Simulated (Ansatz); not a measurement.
# CH₄InNO₃: small, medium and large basis sets

An exercise on one series of results from a longer session: the logs are not shown, and one member is left open.

Program: Ansatz 0.2.0, Gaussian basis. Level of theory: one geometry, several basis sets. These are calculated values, not measurements.

The runs, in order: PBE0-D4/def2-SVP; ωB97M-V/def2-SVP; PBE0-D4/def2-QZVPP; ωB97M-V/def2-QZVPP; the functionals' def2-TZVPP values are taken from earlier runs.

**The geometry**

An earlier PBE0-D4 in a triple-zeta def2 set relaxation fixed the geometry. In takes the def2 core potential; no spin-orbit term is included.

SMILES `[NH2][In]([OH])[C](=O)O`, 10 atoms, charge 0, spin multiplicity 1.

Atoms are counted from 1 here; the program's logs count them from 0.

Bond lengths: N1–In2 2.004 Å, N1–H7 1.008 Å, N1–H8 1.010 Å, In2–O3 1.985 Å, In2–C4 2.187 Å, O3–H9 0.959 Å, C4–O5 1.197 Å, C4–O6 1.347 Å, O6–H10 0.974 Å. Angles: In2–N1–H7 118.9°, In2–N1–H8 116.4°, H7–N1–H8 109.9°, N1–In2–O3 111.0°, N1–In2–C4 128.1°, O3–In2–C4 120.3°, In2–O3–H9 113.7°, In2–C4–O5 125.2°, In2–C4–O6 112.2°, O5–C4–O6 122.7°, C4–O6–H10 107.4°.

Coordinates:

```
atom    x (Å)    y (Å)    z (Å)
  N1   0.3825  -1.5683   1.6441
 In2   0.3271   0.0688   0.4894
  O3   1.2451   1.5918   1.3704
  C4  -0.3375   0.2313  -1.5880
  O5   0.3820   0.2178  -2.5451
  O6  -1.6746   0.3618  -1.6853
  H7  -0.3176  -2.2819   1.5110
  H8   0.5369  -1.4174   2.6304
  H9   1.3470   2.3600   0.8049
 H10  -1.8910   0.4362  -2.6318
```

Set-up of the first run:

File in.yaml:

```yaml
crystal:
  periodic: [false, false, false]
  atoms:
    - {symbol: N, position_ang: [0.382455, -1.568253, 1.644067]}
    - {symbol: In, position_ang: [0.327105, 0.068756, 0.489402]}
    - {symbol: O, position_ang: [1.245059, 1.591753, 1.370438]}
    - {symbol: C, position_ang: [-0.337472, 0.231338, -1.587978]}
    - {symbol: O, position_ang: [0.382045, 0.217791, -2.545083]}
    - {symbol: O, position_ang: [-1.674557, 0.361751, -1.685276]}
    - {symbol: H, position_ang: [-0.317580, -2.281864, 1.511022]}
    - {symbol: H, position_ang: [0.536907, -1.417448, 2.630373]}
    - {symbol: H, position_ang: [1.347029, 2.359971, 0.804880]}
    - {symbol: H, position_ang: [-1.891001, 0.436195, -2.631846]}
basis:
  gaussian: {orbitals: def2-SVP}
hamiltonian: {xc: pbe0, dispersion: d4}
output: {orbitals: {seedname: orbitals}}
```

Started as:

```console
> ansatz run in.yaml --threads 2 --pin off --events-out ev --progress --plain --max-ram 32768MiB --backend cpu
```

Steps of the session up to this table: PBE0-D4 in def2-SVP; ωB97M-V in def2-SVP; PBE0-D4 in def2-QZVPP; ωB97M-V in def2-QZVPP.

One of the session's tables, all rows but one given; the rest of the session is left out.

It belongs to the step «Density functionals: the series». 

| functional | basis | HOMO (eV) |
| --- | --- | --- |
| PBE0-D4 | def2-SVP | -7.04 |
| PBE0-D4 | def2-TZVPP | ? |
| PBE0-D4 | def2-QZVPP | -7.39 |
| ωB97M-V | def2-SVP | -9.37 |
| ωB97M-V | def2-TZVPP | -9.65 |
| ωB97M-V | def2-QZVPP | -9.72 |

**Question.** Estimate the row for PBE0-D4, def2-TZVPP.

As computed: HOMO (eV): -7.33. In the column «HOMO (eV)» it lies between PBE0-D4, def2-QZVPP (-7.39) and PBE0-D4, def2-SVP (-7.04).
